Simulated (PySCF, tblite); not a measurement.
**C₅H₁₁O₂P: geometry, infrared bands and NMR shifts**

What infrared bands and NMR shifts should C₅H₁₁O₂P (`COC[P@@H](=O)C1CC1`) show?

Computed with tblite 0.8.0 and PySCF 2.14.0, with density-fitted response routines of our own, on a single molecule in the gas phase. Atoms are numbered from 0 throughout.

### 1 The starting structure

19 atoms, charge 0, multiplicity 1; geometry from: force field or distance geometry start.

Bonds of the start (Å): C0–O1 1.43, O1–C2 1.42, C2–P3 1.82, P3–O4 1.50, P3–C5 1.84, C5–C6 1.50, C6–C7 1.50, C7–C5 1.50, C0–H8 1.09, C0–H9 1.09, C0–H10 1.09, C2–H11 1.08, C2–H12 1.09, P3–H13 1.42, C5–H14 1.08, C6–H15 1.07, C6–H16 1.09, C7–H17 1.09, C7–H18 1.09.

### 2 Optimising the geometry with GFN2-xTB

The job: settings as JSON, then the geometry in Å.

```
{"job": {"kind": "relax", "xc": "GFN2-xTB", "basis": "xTB"}, "charge": 0, "multiplicity": 1}
C      2.770200    -1.187700    -0.112900
O      1.510700    -0.717700     0.382800
C      1.410900     0.693400     0.275600
P     -0.245900     1.144700     0.872100
O     -0.485100     2.615600     0.705200
C     -1.354000     0.506200    -0.446200
C     -1.858400    -0.901000    -0.343300
C     -2.783300     0.254700    -0.086700
H      2.859000    -0.953200    -1.175600
H      2.796700    -2.271600     0.015300
H      3.587200    -0.740700     0.444700
H      2.155200     1.179700     0.897000
H      1.511800     1.009300    -0.760900
H     -0.563300     0.512100     2.102000
H     -1.143700     0.911300    -1.427700
H     -1.982900    -1.466200    -1.245600
H     -1.545800    -1.498900     0.512200
H     -3.540100     0.470700    -0.841100
H     -3.109200     0.448500     0.932200
```

Launch:

```bash
> OMP_NUM_THREADS=1 python probes_run.py task.json out
```

One launch serves the whole session: the jobs run in the order shown.

**Question.** This job is followed by: GFN2-xTB harmonic vibrations, gas phase; GIAO PBE0/pcSseg-1 NMR shielding, non-relativistic, gas phase. What will the session give for the following? strongest single infrared mode (GFN2-xTB); zero-point energy (GFN2-xTB); 13C shifts against TMS (PBE0/pcSseg-1); 1H shifts against TMS (PBE0/pcSseg-1, means over atoms taken as alike); 17O shifts against H2O (PBE0/pcSseg-1); 31P shifts against H3PO4 (PBE0/pcSseg-1).

**Answer**, as computed:

| quantity | value |
| --- | --- |
| strongest single infrared mode (GFN2-xTB) | 1289 cm⁻¹, 198 km/mol |
| zero-point energy (GFN2-xTB) | 95.5 kcal/mol |
| 13C shifts against TMS (PBE0/pcSseg-1) | 76.4, 63.3, 10.8, 4.9, 0.6 ppm |
| 1H shifts against TMS (PBE0/pcSseg-1, means over atoms taken as alike) | 6.13, 3.84, 3.76, 3.51, 0.86, 0.84, 0.67, 0.58, 0.44 ppm |
| 17O shifts against H2O (PBE0/pcSseg-1) | 90.0, 6.6 ppm |
| 31P shifts against H3PO4 (PBE0/pcSseg-1) | 18.6 ppm |

**Reading.** Over 127 steps the energy fell by 0.472 eV; of the close pairs, P3–O4 changed most, 1.500 to 1.465 Å. No mode is imaginary among the 51: a minimum at this level. The strongest single mode, at 1289 cm⁻¹, is spread over many atoms; the largest shares are those of O4, P3. GFN2-xTB is a fitted tight-binding method: band positions and strengths are rough. Its intensities can rank the bands wrongly. The most deshielded carbon is C2 (sp3 CH2 bonded to O and P), at 76.4 ppm: pulled downfield by the heteroatom. At PBE0/pcSseg-1: The widest tensor belongs to P3: span 234 ppm, with a paramagnetic part of -664 ppm.
